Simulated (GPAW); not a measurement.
HPbNO4:

```
H Pb N O
1.0
     4.27531   -0.00040    0.00636
    -2.08399    5.20775   -0.04907
    -2.12377   -1.86574    4.91491
H Pb N O
1 1 1 4
Cartesian
  2.2338 -1.5247 4.4769
  0.1373 4.0030 0.6652
  -2.0197 1.5311 2.4473
  2.2736 4.7756 0.1022
  -1.9905 2.6889 2.9560
  2.2225 1.4102 1.1945
  -2.0163 0.5081 3.1892
```

The cell was built by a generator and needn't be a form met in nature.

Base run:

* Program: GPAW 26.7.0
* Functional: PW91
* Potentials or basis: PAW data sets generated in the run's folder for this functional
* Cutoff: 800 eV
* Basis: pw
* k mesh: 6 × 4 × 4
* Occupations: fermi-dirac, width 0.05 eV
* Spin: no spin polarisation

Its results: band gap on the k mesh 2.86 eV, indirect (least direct gap 3.17 eV); pressure -0.5 GPa; largest force 0.087 eV/Å.

Task: After a change of settings the same cell gave: band gap on the k mesh 2.87 eV, indirect (least direct gap 3.19 eV); pressure -2.8 GPa; largest force 0.413 eV/Å. Which change was it?
A. functional from PW91 to SCAN; potentials or basis from PAW data sets generated in the run's folder for this functional to GPAW PAW data sets (gpaw-data 1.2.1)
B. functional from PW91 to PBEsol
C. functional from PW91 to BLYP
D. functional from PW91 to r2SCAN; potentials or basis from PAW data sets generated in the run's folder for this functional to GPAW PAW data sets (gpaw-data 1.2.1)

Result: B.

PBEsol binds more tightly than PW91, so the same cell stands under less pressure.

Caveats: spin-orbit coupling is left out, which as a rule narrows the gap of such compounds by several tenths of an eV.

Not every run made on this cell is shown here.
